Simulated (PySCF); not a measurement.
# OZr: the cost of one run

Method: relaxation with CCSD(T), HF, def2-tzvpd, and further levels as typed in the inputs, in PySCF 2.14.0.

## Step 1: The system as given

Bond lengths: Zr1–O2 1.730 Å.

As a file:

```xyz
2

Zr    0.0000    0.0000    0.0000
O     0.0000    0.0000    1.7300
```

## Step 2: Relaxation with CCSD(T): OZr

The input, run.py:

```python
from pyscf import gto, cc, scf
mol = gto.M(atom="mol.xyz", basis="def2-tzvpd", verbose=4)
mol.set(ecp='def2-tzvpd').build()
mf = scf.RHF(mol).run(conv_tol=1e-9)
from pyscf.cc import ccsd_t_lambda
from pyscf.grad import ccsd_t
def energy_force(m):
    s = scf.RHF(m).run(conv_tol=1e-10); c = cc.CCSD(s, frozen=1).run(conv_tol=1e-8)
    g = c.ao2mo(); e = c.e_tot + c.ccsd_t(eris=g); l = ccsd_t_lambda.kernel(c, g, c.t1, c.t2)
    return e, ccsd_t.Gradients(c).kernel(c.t1, c.t2, l[1], l[2], eris=g)
from pyscf.geomopt import as_pyscf_method
from pyscf.geomopt.geometric_solver import optimize
m = optimize(as_pyscf_method(mol, energy_force), maxsteps=60)
print("optimised structure (A):")
for k in range(m.natm): print(m.atom_symbol(k), *(f"{x:.8f}" for x in m.atom_coords(unit="A")[k]))
mol.verbose = 0; print(f"CCSD(T) total energy = {energy_force(m)[0]:.10f}")
```

On the command line:

```sh
> python run.py
```

**Question.** How long does this run take on 4 threads of Arm Neoverse N1, shared host?

About 15 min.
